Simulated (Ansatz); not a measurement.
# AsH+ (quartet): from Hartree-Fock to the top rungs at distance As1–H2 = 2.990 Å, cc-pVQZ

An exercise on one series of results from a longer session: the logs are not shown, and one member is left open.

The runs use Ansatz 0.2.0, Gaussian basis; cc-pVQZ, core rule «outside noble gas», up to 14 orbitals frozen.

Plan: UHF; CCSD(T) on ROHF; CCSD(T) on UHF; BCCD(T) on ROHF; CCSDT(Q) on ROHF; CCSDT(Q) on UHF; CASSCF and MRCISD+Q, 5 electrons in 5 orbitals; CASSCF and NEVPT2, 5 electrons in 5 orbitals.

11 further runs of the same task are left out: 11 that didn't finish.

### What is computed

The geometry derives from a PBE0/def2-TZVP stationary point (not a proven minimum). One bond is set to the value named and the two fragments are kept rigid. No spin-orbit coupling is included. The filled d shell of As may be among the frozen orbitals whatever the setting's name suggests; the logs give the count.

2 atoms, charge 1, spin multiplicity 4.

Atoms are counted from 1 here; the program's logs count them from 0.

No contacts short enough for the rule that draws bonds.

The first run:

in.yaml reads:

```yaml
crystal:
  periodic: [false, false, false]
  atoms:
    - {symbol: As, position_ang: [0.000000, 0.000000, 0.000000]}
    - {symbol: H, position_ang: [0.000000, 0.000000, 2.990000]}
basis:
  gaussian: {orbitals: cc-pVQZ}
total_charge: 1
magnetization: {spin_polarized: true, initial_magnetization: 3}
hamiltonian: {xc: hf}
output: {orbitals: {seedname: orbitals}}
```

Launch:

```
$ ansatz run in.yaml --threads 1 --pin off --events-out ev --progress --plain --max-ram 3968MiB --backend cpu
```

Steps of the session up to this table: UHF; CCSD(T) on ROHF; CCSD(T) on UHF; BCCD(T) on ROHF; CCSDT(Q) on ROHF; CCSDT(Q) on UHF; CASSCF and MRCISD+Q, 5 electrons in 5 orbitals; CASSCF and NEVPT2, 5 electrons in 5 orbitals.

One of the session's tables, all rows but one given; the rest of the session is left out.

```
          method  from UCCSDT(Q) (meV)
            ROHF               +2201.4
             UHF               +2089.7
            RMP2                +472.2
            UMP2                +467.9
           RCCSD                 +85.6
           UCCSD                 +70.5
        RCCSD(T)                 +26.0
        UCCSD(T)                 +13.7
         BCCD(T)                 +26.2
          RCCSDT                 +13.8
          UCCSDT                  +1.2
       RCCSDT(Q)                 +12.5
       UCCSDT(Q)                     0
  CASSCF valence               +1852.3
  NEVPT2 valence                +430.4
  MRCISD valence                +109.1
MRCISD+Q valence                     ?
```

**Question.** Estimate the row for MRCISD+Q valence.

**Answer.** from UCCSDT(Q) (meV): +36.7. In the column «from UCCSDT(Q) (meV)» it lies between BCCD(T) (+26.2) and UCCSD (+70.5).

Limits of these values: Restricted and unrestricted rows rest on different reference determinants; where their highest levels disagree by more than a few hundredths of an eV, they describe different states and don't form one ladder.
